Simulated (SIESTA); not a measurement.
# CsLiCr2Te2S3 under changes of volume

One of the cells (29.884 Å³/atom); the others are scaled copies at fixed shape and fractional positions:

```
CELL_PARAMETERS angstrom
3.44428 -5.21500 0.00789
3.44428 5.21500 0.00789
-2.92334 0.00000 7.48014
ATOMIC_POSITIONS crystal
Cs 0.09374 0.09374 0.00853
Li 0.58875 0.58875 0.55336
Cr 0.05646 0.46755 0.55790
Cr 0.46755 0.05646 0.55790
Te 0.56486 0.87357 0.29035
Te 0.87357 0.56486 0.29035
S 0.81151 0.39697 0.73347
S 0.39697 0.81151 0.73347
S 0.21404 0.21404 0.48371
```

The cell was built by a generator and needn't be a form met in nature.

```yaml
Program: SIESTA 5.4.2
Functional: PBE
Potentials_or_basis: PseudoDojo 0.4 standard (PBE files)
Basis: DZP (energy shift 0.003 Ry; two zetas on semicore shells; d shell added on Cs)
Grid_cutoff: 800 Ry
Energy_shift: 0.003 Ry
k_mesh: 5 × 5 × 4
Occupations: fermi-dirac, width 0.05 eV
Spin: collinear spin, ferromagnetic start
Starting_moments: "[0.0, 0.0, 3.0, 3.0, 0.0, 0.0, 0.0, 0.0, 0.0] μB"
```

| volume (Å³/atom) | energy over the lowest point (meV/atom) | pressure (GPa) | moment (μB per cell) | largest force (eV/Å) |
| --- | --- | --- | --- | --- |
| 27.540 | 19.97 | 3.4 | 4.00 | 0.778 |
| 28.126 | 9.80 | 2.3 | 4.01 | 0.588 |
| 28.712 | ? | ? | ? | ? |
| 29.884 | 0.00 | -0.3 | 4.03 | 0.216 |
| 30.470 | 2.48 | -1.0 | 4.04 | 0.227 |
| 31.056 | 7.31 | -1.6 | 4.06 | 0.367 |

Task: What does the run at 28.712 Å³/atom give?

Result: Energy over the lowest point 3.35 meV/atom; pressure 1.3 GPa; moment 4.01 μB per cell; largest force 0.413 eV/Å.

Worked out: A Birch-Murnaghan fit of order 3 (a polynomial in V^(-2/3)) to the other rows has its minimum at 29.63 Å³/atom with B0 = V·E''(V) = 38 GPa and B' = 4.6 at fixed shape and positions, which overstates the stiffness. It gives 3.34 meV/atom at 28.712 Å³/atom, against the run's 3.35, and -dE/dV = 1.3 GPa, against 1.3. A straight line through the other rows of the moment, of slope 0.0154 μB per Å³/atom, gives 4.02 μB, against the run's 4.01.

Energies are extrapolated to zero smearing.

Caveats: the basis of atomic orbitals isn't converged, which shifts pressures, moduli and gaps; only a ferromagnetic start was run, and an antiferromagnetic order may lie lower in energy.
